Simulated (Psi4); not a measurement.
# UMP3/6-31G(d) (spherical functions) run of SiH3O4 (SMILES [O][Si](O)(O)O)

What is the vertical ionisation energy of SiH3O4 at UMP3/6-31G* (spherical functions)? 

The calculation is run with Psi4 1.11.

5 further runs of the same task are left out: 2 that didn't finish, 3 set aside as unsound or not needed.

**1. The molecule**

SiH3O4: 8 atoms, total charge 0, spin state doublet. SMILES: `[O][Si](O)(O)O`. Geometry: relaxed at PBE0-D4/def2-TZVP. This is one conformer, not always the lowest.

Bond lengths: O1–Si2 1.656 Å, Si2–O3 1.631 Å, Si2–O4 1.622 Å, Si2–O5 1.624 Å, O3–H6 0.959 Å, O4–H7 0.959 Å, O5–H8 0.958 Å. Angles: O1–Si2–O3 102.2°, O1–Si2–O4 107.0°, O1–Si2–O5 116.5°, O3–Si2–O4 116.6°, O3–Si2–O5 108.2°, O4–Si2–O5 106.6°, Si2–O3–H6 117.6°, Si2–O4–H7 116.9°, Si2–O5–H8 118.2°.

**2. A single-point energy at UMP3/6-31G(d) (spherical functions)**

run_ase.py

```python
import numpy as np
from ase.calculators.psi4 import Psi4
from ase import Atoms

mol = Atoms(['O', 'Si', 'O', 'O', 'O', 'H', 'H', 'H'], positions=[
    [-1.417600, 0.247800, 1.193000],
    [-0.195800, 0.058700, 0.091000],
    [1.117100, -0.067300, 1.049800],
    [-0.249900, 1.339100, -0.902700],
    [-0.266300, -1.263500, -0.849700],
    [1.271400, 0.633000, 1.686700],
    [-0.094000, 1.173100, -1.833800],
    [-0.165000, -2.120800, -0.434300],
])
calc = Psi4(atoms=mol, method='mp3', basis='6-31G*', memory='2200MB', num_threads=1, charge=0, multiplicity=2, label='psi4-calc', reference='uhf')
calc.psi4.set_options({'puream': True, 'e_convergence': 1e-09, 'd_convergence': 1e-08, 'scf_type': 'pk', 'num_frozen_docc': 9, 'maxiter': 100, 'mp_type': 'conv'})
mol.calc = calc

print(f'energy: {mol.get_potential_energy():.6f} eV')
```

Launch:

```console
$ python run_ase.py
```

psi4-calc.dat:

```text
[...]
  Running in c1 symmetry.
[...]
  Nuclear repulsion =  257.364163159559894
[...]
  Multiplicity = 2
[...]
  Nalpha       = 25
  Nbeta        = 24
[...]
    Number of basis functions: 80
[...]
   @UHF iter   1:  -590.02219877330788   -1.26041e+00   8.10678e-03 DIIS/ADIIS
[...]
   @UHF iter  27:  -590.24746502212599   -5.58202e-11   7.90322e-09 DIIS
[...]
   @S^2 Observed:                7.553066178E-01
[...]
    Orbital Energies [Eh]
    ---------------------
    Alpha Occupied:
       1A    -68.855309     2A    -20.627273     3A    -20.577948
       4A    -20.576776     5A    -20.575488     6A     -6.201251
       7A     -4.309631     8A     -4.309434     9A     -4.309016
      10A     -1.399645    11A     -1.357234    12A     -1.350543
      13A     -1.346082    14A     -0.791089    15A     -0.732178
      16A     -0.726842    17A     -0.666013    18A     -0.638044
      19A     -0.592878    20A     -0.575164    21A     -0.564667
      22A     -0.553753    23A     -0.541730    24A     -0.522574
      25A     -0.512344
    Alpha Virtual:
[...]
  @UHF Final Energy:  -590.24746502212599
   => Energetics <=
    Nuclear Repulsion Energy =            257.3641631595598938
    One-Electron Energy =               -1329.7522794847529894
    Two-Electron Energy =                 482.1406513030671022
    Total Energy =                       -590.2474650221259935
  UHF NO Occupations:
  HONO-2 :   23  A 1.9994899
  HONO-1 :   24  A 1.9984351
[...]
 Multipole Moments:
 ------------------------------------------------------------------------------------
     Multipole            Electronic (a.u.)      Nuclear  (a.u.)        Total (a.u.)
 ------------------------------------------------------------------------------------
 L = 1.  Multiply by 2.5417464519 to convert [e a0] to [Debye]
 Dipole X            :         -0.9839636            1.4672624            0.4832988
 Dipole Y            :          0.1822182           -0.4553827           -0.2731644
 Dipole Z            :          0.6772417           -0.8352359           -0.1579943
 Magnitude           :                                                    0.5771990
[...]
	SCS-MP2 Total Energy (a.u.)        :  -590.96352513910949
	SOS-MP2 Total Energy (a.u.)        :  -590.95070506271952
[...]
	SOS-PI-MP2 Total Energy (a.u.)     :  -591.00480045045742
[...]
	MP2 Total Energy (a.u.)            :  -590.98916529188955
[...]
	SCS-MP3 Total Energy (a.u.)        :  -590.96768959495989
[...]
	MP3 Total Energy (a.u.)            :  -591.00582311529104
[...]
```

Standard output:

```text
energy: -16082.087595 eV
```

Run time: 9.6 s. Hardware: 1 thread of Intel Xeon Platinum 8375C at 2.90GHz (Ice Lake), shared host; peak memory 0.45 GiB.

**3. The singlet cation**

input.dat

```
memory 2200 MB

molecule {
  1 1
  O
  Si 1 1.656188
  O 2 1.630607 1 102.21364
  O 2 1.621663 3 116.62692 1 116.34852
  O 2 1.624223 4 106.64247 1 125.36442
  H 3 0.959099 2 117.61851 4 61.98891
  H 4 0.958545 2 116.9402 5 -14.67851
  H 5 0.958009 2 118.21315 4 174.49635
  units angstrom
  symmetry c1
}

set {
  basis           6-31G*
  reference       rhf
  puream          true
  e_convergence   1e-09
  d_convergence   1e-08
  scf_type        pk
  num_frozen_docc 9
  mp_type         conv
}

result, w = energy("mp3", return_wfn=True)
print_variables()
```

Launch:

```console
$ psi4 -n 1 input.dat output.dat
```

output.dat:

```text
[...]
  Running in c1 symmetry.
[...]
  Nuclear repulsion =  257.364151593250540
[...]
  Multiplicity = 1
[...]
  Nalpha       = 24
  Nbeta        = 24
[...]
    Number of basis functions: 80
[...]
   @RHF iter   1:  -589.55177553837962   -7.89986e-01   7.58760e-03 ADIIS/DIIS
[...]
   @RHF iter  24:  -589.73156744868390   -3.52429e-12   2.95918e-09 DIIS
[...]
    Orbital Energies [Eh]
    ---------------------
    Doubly Occupied:
       1A    -69.120155     2A    -21.121370     3A    -20.854255
       4A    -20.797612     5A    -20.786502     6A     -6.467203
       7A     -4.577034     8A     -4.574336     9A     -4.573710
      10A     -1.721009    11A     -1.617856    12A     -1.578799
      13A     -1.556105    14A     -1.078807    15A     -1.000834
      16A     -0.993498    17A     -0.949200    18A     -0.927875
      19A     -0.832394    20A     -0.790749    21A     -0.773909
      22A     -0.766646    23A     -0.750191    24A     -0.725880
[...]
  @RHF Final Energy:  -589.73156744868390
   => Energetics <=
    Nuclear Repulsion Energy =            257.3641515932505399
    One-Electron Energy =               -1316.3195853526308383
    Two-Electron Energy =                 469.2238663106965078
    Total Energy =                       -589.7315674486839043
[...]
 Multipole Moments:
 ------------------------------------------------------------------------------------
     Multipole            Electronic (a.u.)      Nuclear  (a.u.)        Total (a.u.)
 ------------------------------------------------------------------------------------
 L = 1.  Multiply by 2.5417464519 to convert [e a0] to [Debye]
 Dipole X            :         -0.1314890            0.2439036            0.1124146
 Dipole Y            :         -0.1300395           -0.3764000           -0.5064395
 Dipole Z            :         -2.7729733            1.6901732           -1.0828001
 Magnitude           :                                                    1.2006556
[...]
	SCS-MP2 Total Energy (a.u.)        :  -590.46257699344505
	SOS-MP2 Total Energy (a.u.)        :  -590.45159973931322
[...]
	SOS-PI-MP2 Total Energy (a.u.)     :  -590.50698683859241
[...]
	MP2 Total Energy (a.u.)            :  -590.48453150170872
[...]
	SCS-MP3 Total Energy (a.u.)        :  -590.46466084377471
[...]
	MP3 Total Energy (a.u.)            :  -590.49286690302711
[...]
```

It took 6 s on 1 thread of Intel Xeon Platinum 8375C at 2.90GHz (Ice Lake), shared host; peak memory 0.44 GiB.

**4. Summary of results**

Level: UMP3/6-31G* (spherical functions), 9 core orbitals frozen.

| quantity | value |
| --- | --- |
| doublet SiH3O4: total energy | -591.00582 Eh |
| doublet SiH3O4: HOMO energy (Hartree–Fock orbitals) (highest over α and β) | -13.50 eV |
| doublet SiH3O4: LUMO energy (Hartree–Fock orbitals) (lowest over α and β) | 2.03 eV |
| doublet SiH3O4: correlation energy (9 core orbitals frozen) | -758.4 mEh |
| doublet SiH3O4: ⟨S²⟩ of the reference determinant | 0.755 |
| singlet cation: total energy | -590.49287 Eh |
| singlet cation: HOMO energy (Hartree–Fock orbitals) | -19.75 eV |
| singlet cation: LUMO energy (Hartree–Fock orbitals) | -11.25 eV |
| singlet cation: HOMO–LUMO gap (Hartree–Fock orbitals) | 8.50 eV |
| singlet cation: correlation energy (9 core orbitals frozen) | -761.3 mEh |
| vertical ionisation energy (to the singlet cation) | 13.958 eV |

What this shows: The vertical ionisation energy comes to 13.96 eV (322 kcal/mol). Only the singlet of the ionised species was computed; a triplet could lie lower.
